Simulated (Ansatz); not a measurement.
A nudged elastic band was laid between two geometries of a periodic cell of 17 atoms, Li (host Li, host structure bcc, interstitial Li).

Method: DFT PBE-D3(BJ), scalar-relativistic, plane waves, PAW in Ansatz 0.2.0. Settings: cutoff 420 eV, k mesh 3x3x3, gaussian smearing 0.05 eV, no spin polarisation.

```
movable images  : 5
climbing image  : yes
spring          : 5.0 eV/Å²
optimiser       : lbfgs
start path      : IDPP
force threshold : 0.05 eV/Å
iteration limit : 68
end points      : relaxed
```

Initial state:

```xyz
17
Lattice="6.9800 0.0000 0.0000 0.0000 6.9800 0.0000 0.0000 0.0000 6.9800" Properties=species:S:1:pos:R:3
Li 0.015 -0.135 0.115
Li 3.203 -0.004 0.208
Li -0.263 3.921 -0.770
Li -0.155 -0.048 3.404
Li 2.210 1.434 2.544
Li 3.302 3.482 -0.053
Li 3.843 -0.345 3.293
Li 5.088 1.774 1.592
Li -0.150 3.402 3.499
Li 1.682 5.071 1.821
Li 1.704 1.601 5.252
Li 3.636 3.548 3.657
Li 5.283 4.947 1.544
Li 5.129 1.601 5.332
Li 1.797 5.405 5.032
Li 4.918 5.544 5.422
Li 0.720 2.434 0.896
```

Final state:

```xyz
17
Lattice="6.9800 0.0000 0.0000 0.0000 6.9800 0.0000 0.0000 0.0000 6.9800" Properties=species:S:1:pos:R:3
Li -0.403 -0.830 -0.472
Li 3.376 -0.062 0.089
Li -0.119 3.459 0.056
Li 0.044 0.157 3.639
Li 2.144 2.488 1.966
Li 3.692 3.697 -0.046
Li 3.200 0.219 3.419
Li 5.134 1.656 1.760
Li -0.128 3.421 3.635
Li 1.682 5.217 1.905
Li 1.753 1.790 5.435
Li 3.745 3.308 3.794
Li 5.203 5.310 1.917
Li 5.236 1.549 5.494
Li 1.800 5.116 5.151
Li 4.849 5.439 4.838
Li 0.682 0.782 0.978
```

(1) Which bonds break or form, and what moves?

(2) What energy profile does the band end with?

(3) What is the geometry of the highest image?

The band took 35 iterations and roughly 40 core-minutes.

## Answers

(1) Contacts lost: Li3–Li16, Li4–Li5, Li5–Li11, Li6–Li17, Li9–Li17. Contacts made: Li4–Li17, Li5–Li6, Li5–Li10, Li7–Li11. The atom that moves furthest is Li17, by 1.65 Å.

(2) The run converged. The highest image is number 2 of 0 to 6, 0.008 eV above the ends, which have the same energy within 2 meV. The top lies less than 8 meV above the higher end, about what the thresholds resolve: that end is a shoulder or a very shallow well. By the program's own check the climbing image is of a kind that is not told: the force calls were inconclusive, a negative curvature could not be distinguished from the path's own, the only one lies far off the path, or fixed occupations may fill a level only in part (lowest curvatures found: -0.03 and 0.01 eV/Å²). Limits of this set-up: coarse k mesh.

```csv
image,path coordinate (Å),energy (eV),Li3–Li16 (Å),Li4–Li5 (Å),Li5–Li11 (Å)
0,0.00,0.000,2.55,2.92,2.76
1,0.66,0.005,2.57,3.13,2.76
2,1.32,0.008,2.67,3.31,2.78
3,2.15,0.005,2.86,3.67,2.79
4,2.98,0.008,3.01,3.72,2.90
5,3.81,0.003,3.26,3.64,3.18
6,4.64,0.001,3.58,3.56,3.56
```

(3) 
```xyz
17
Lattice="6.9800 0.0000 0.0000 0.0000 6.9800 0.0000 0.0000 0.0000 6.9800" Properties=species:S:1:pos:R:3
Li 0.025 -0.314 0.090
Li 3.150 0.013 0.193
Li -0.515 3.760 -0.562
Li 0.043 -0.047 3.265
Li 2.487 2.082 2.610
Li 3.413 3.392 -0.107
Li 3.368 -0.304 3.338
Li 5.121 1.630 1.669
Li -0.162 3.435 3.491
Li 1.683 4.857 1.721
Li 1.628 1.588 5.203
Li 3.906 3.725 3.921
Li 5.118 5.031 1.653
Li 5.167 1.517 5.226
Li 1.678 5.099 5.160
Li 5.056 5.731 5.305
Li 0.772 2.130 0.872
```

The run took 20 min on 2 threads of Arm Neoverse V2, with other jobs on the host, peak memory 1.3 GiB.
